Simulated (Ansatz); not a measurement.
# Se (bcc type): a single-point run

Aim: a sound single-point run of Se (bcc type).

Method: DFT, LDA, PAW with Ansatz's default frozen-core files, scalar-relativistic, in Ansatz 0.2.0.

## 1. The structure to begin with

Symmetry: Im-3m, No. 229, cubic system. Conventional cell: a = 3.246 Å, b = 3.246 Å, c = 3.246 Å, α = 90.00°, β = 90.00°, γ = 90.00°. Se (site symmetry m-3m) is surrounded by 8 Se at 2.81 Å.

As a file:

```cif
data_structure
_symmetry_space_group_name_H-M 'P 1'
_symmetry_Int_Tables_number 1
_cell_length_a 2.8112
_cell_length_b 2.8112
_cell_length_c 2.8112
_cell_angle_alpha 109.471
_cell_angle_beta 109.471
_cell_angle_gamma 109.471
_cell_volume 17.10
loop_
_atom_site_label
_atom_site_type_symbol
_atom_site_fract_x
_atom_site_fract_y
_atom_site_fract_z
_atom_site_occupancy
Se1 Se 0.00000 0.00000 0.00000 1
```

## 2. Input and run

File input.yaml:

```yaml
crystal:
  lattice:
    - [-1.6230237048, 1.6230237048, 1.6230237048]
    - [1.6230237048, -1.6230237048, 1.6230237048]
    - [1.6230237048, 1.6230237048, -1.6230237048]
  atoms:
    - { symbol: Se, position: [0.0, 0.0, 0.0] }
kpoints:
  mp_grid: { grid: [15, 15, 15] }
scf:
  occupations: { method: fermi_dirac, width: 0.08 }
  max_iter: 75
hamiltonian:
  xc: lda
  pseudopotentials: { kind: paw }
output:
  forces: true
  stress: true
  eigenvalues: true
  populations: true
magnetization:
  spin_polarized: true
  initial_magnetization: 15
```

Launch:

```bash
$ ansatz run input.yaml --threads 1 --pin off --max-ram 2048MiB --backend cpu --events-out ev --progress --plain --runs-dir out
```

What happens when this is run?

The run converged and reported no error, with warnings (seeded moment not kept). Its log warns: «the starting moments were not kept: the SCF closed with an absolute magnetisation of 2.3e-6 μB, where they sum to 15 μB in size (1 site) ...»

In the input, magnetization.spin_polarized is true; magnetization.initial_magnetization is 15. A typed moment is only a start; here the run ends at the energy of the run without it (within 1 meV an atom), so the result stands.

No remedy is needed.
